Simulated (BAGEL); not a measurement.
# CSeS (carbon sulfide selenide) at HF/cc-pVTZ (density fitting, property spin gap)

Wanted: a single-point energy of CSeS (carbon sulfide selenide). 

The results are computed with BAGEL 1.2.2.

5 further runs of the same task are left out: 2 that didn't finish, 3 set aside as unsound or not needed.

## Step 1: The system as given

CSeS has 3 atoms, charge 0, and is taken as a singlet. As SMILES, `S=C=[Se]`. The shape is that of a PBE0-D4/def2-TZVP optimisation.

Bond lengths: S1–C2 1.545 Å, C2–Se3 1.692 Å. Angles: S1–C2–Se3 180.0°.

## Step 2: The energy at HF/cc-pVTZ (density fitting, property spin gap)

File input.json:

```json
{ "bagel" : [

{
  "title" : "molecule",
  "basis" : "cc-pvtz.json",
  "df_basis" : "svp",
  "angstrom" : true,
  "geometry" : [
    { "atom" : "S", "xyz" : [       1.140390,      -0.992250,       0.505660 ] },
    { "atom" : "C", "xyz" : [       0.035180,      -0.030610,       0.015600 ] },
    { "atom" : "Se", "xyz" : [      -1.175570,       1.022860,      -0.521270 ] }
  ]
},

{ "title" : "hf" },

{ "title" : "print", "file" : "orbitals.molden", "orbitals" : true }

]}
```

The basis set cc-pVTZ is read from a file made from the Basis Set Exchange's data (not shown).

Launch:

```console
$ BAGEL_NUM_THREADS=1 BAGEL input.json > input.out
```

Q: Predict the results. Wanted: total energy; dipole moment; HOMO energy; LUMO energy; HOMO–LUMO gap.

Computed results:

Level: HF/cc-pVTZ (density fitting, property spin gap).

| quantity | value |
| --- | --- |
| total energy | -2823.37519 Eh |
| dipole moment | 0.81 D |
| HOMO energy | -10.02 eV |
| LUMO energy | 1.09 eV |
| HOMO–LUMO gap | 11.11 eV |
